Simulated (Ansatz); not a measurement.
# ZnS: the cost of one run

Computed with Ansatz 0.2.0 (DFT LDA, scalar-relativistic, plane waves, PAW, unless a step's input says otherwise).

### Step 1. The structure to begin with

Symmetry: P6_3mc, No. 186, hexagonal system. The conventional cell has a = 3.811 Å, b = 3.811 Å, c = 6.234 Å, α = 90.00°, β = 90.00°, γ = 120.00°. Around Zn (site symmetry 3m) lie 4 S at 2.31 to 2.40 Å. S (site symmetry 3m) is surrounded by 4 Zn at 2.31 to 2.40 Å.

Structure file:

```
Zn S
1.0
     3.81100    0.00000    0.00000
    -1.90550    3.30042    0.00000
     0.00000    0.00000    6.23400
Zn S
2 2
Cartesian
  0.0000 2.2003 0.0000
  1.9055 1.1001 3.1170
  0.0000 2.2003 2.4001
  1.9055 1.1001 5.5171
```

Source of the structure: the Crystallography Open Database.

### Step 2. A first look at the start

The input, input.yaml:

```yaml
crystal:
  lattice:
    - [3.8109987816, 0.0, 0.0]
    - [-1.9054993908, 3.3004217586, 0.0]
    - [0.0, 0.0, 6.234]
  atoms:
    - { symbol: Zn, position: [0.3333333333, 0.6666666667, 0.0] }
    - { symbol: Zn, position: [0.6666666667, 0.3333333333, 0.5] }
    - { symbol: S, position: [0.3333333333, 0.6666666667, 0.385] }
    - { symbol: S, position: [0.6666666667, 0.3333333333, 0.885] }
basis:
  ecutwfc: 420
kpoints:
  mp_grid: { grid: [6, 6, 4] }
hamiltonian:
  xc: lda
scf:
  occupations: { method: gaussian, width: 0.1 }
output:
  forces: true
  stress: true
  eigenvalues: true
```

The run is started by

```
$ ansatz run input.yaml --threads 1 --pin off --max-ram 2560MiB --backend cpu --events-out ev --progress --plain --runs-dir out
```

Q: Estimate wall time and peak memory on 1 thread of Arm Neoverse V2, shared host.

About 3.7 s, with a peak of 0.28 GiB.
